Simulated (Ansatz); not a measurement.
# FH3SiTe (SMILES F[SiH2][TeH]): functionals against CCSD(T) at one geometry

An exercise on one series of results from a longer session: the logs are not shown, and one member is left open.

The runs use Ansatz 0.2.0, Gaussian basis; single points in def2-TZVPP.

Correlated methods freeze the cores. Filled d shells of the heavier atoms are correlated. Core potentials replace the inner electrons past krypton, and spin-orbit coupling is left out.

**The starting structure**

SMILES `F[SiH2][TeH]`, 6 atoms, charge 0, spin multiplicity 1.

Atoms are counted from 1 here; the program's logs count them from 0.

Bond lengths: F1–Si2 1.450 Å, Si2–Te3 2.481 Å, Si2–H4 1.399 Å, Si2–H5 1.504 Å, Te3–H6 1.651 Å. Angles: F1–Si2–Te3 113.8°, F1–Si2–H4 109.5°, F1–Si2–H5 105.2°, Te3–Si2–H4 109.4°, Te3–Si2–H5 110.6°, H4–Si2–H5 108.2°, Si2–Te3–H6 93.3°.

Coordinates:

```
F    -1.68530    0.12120    0.17140
Si   -0.41840   -0.13210   -0.48600
Te    1.41820   -0.72360    1.07290
H    -0.57650   -1.15600   -1.42650
H    -0.09690    1.13790   -1.22460
H     1.35310    0.73010    1.85270
```

Set-up of the first run:

The input, run/in.yaml:

```yaml
crystal:
  periodic: [false, false, false]
  atoms:
    - {symbol: F, position_ang: [-1.685300, 0.121200, 0.171400]}
    - {symbol: Si, position_ang: [-0.418400, -0.132100, -0.486000]}
    - {symbol: Te, position_ang: [1.418200, -0.723600, 1.072900]}
    - {symbol: H, position_ang: [-0.576500, -1.156000, -1.426500]}
    - {symbol: H, position_ang: [-0.096900, 1.137900, -1.224600]}
    - {symbol: H, position_ang: [1.353100, 0.730100, 1.852700]}
basis:
  gaussian: {orbitals: def2-TZVPP}
correlation: {method: ccsd_t}
output: {forces: true}
```

Command:

```
> ansatz run in.yaml --threads 4 --pin off --events-out ev --progress --plain --max-ram 5222MiB
```

Steps of the session up to this table: CCSD(T)/def2-TZVPP; PBE0-D4/def2-TZVPP; wB97M-V/def2-TZVPP; r2SCAN-D4/def2-TZVPP; PBE-D4/def2-TZVPP; CAM-B3LYP-D4/def2-TZVPP; HSE06-D4/def2-TZVPP.

One of the session's tables, all rows but one given; the rest of the session is left out.

| method | RMS force component (eV/Å) | angle to CCSD(T) forces (°) | dipole (D) |
| --- | --- | --- | --- |
| CCSD(T) | 2.584 | reference | 0.30 |
| PBE0-D4 | 2.532 | 1.7 | 0.31 |
| wB97M-V | 2.602 | 1.0 | 0.32 |
| r2SCAN-D4 | 2.548 | 1.6 | 0.26 |
| PBE-D4 | 2.736 | 3.7 | 0.26 |
| CAM-B3LYP-D4 | 2.531 | 0.6 | 0.35 |
| HSE06-D4 | ? | ? | ? |

Q: Estimate the row for HSE06-D4 from the others.

The run gave: RMS force component (eV/Å): 2.534; angle to CCSD(T) forces (°): 1.7; dipole (D): 0.31. In the column «RMS force component (eV/Å)» it lies between PBE0-D4 (2.532) and r2SCAN-D4 (2.548).
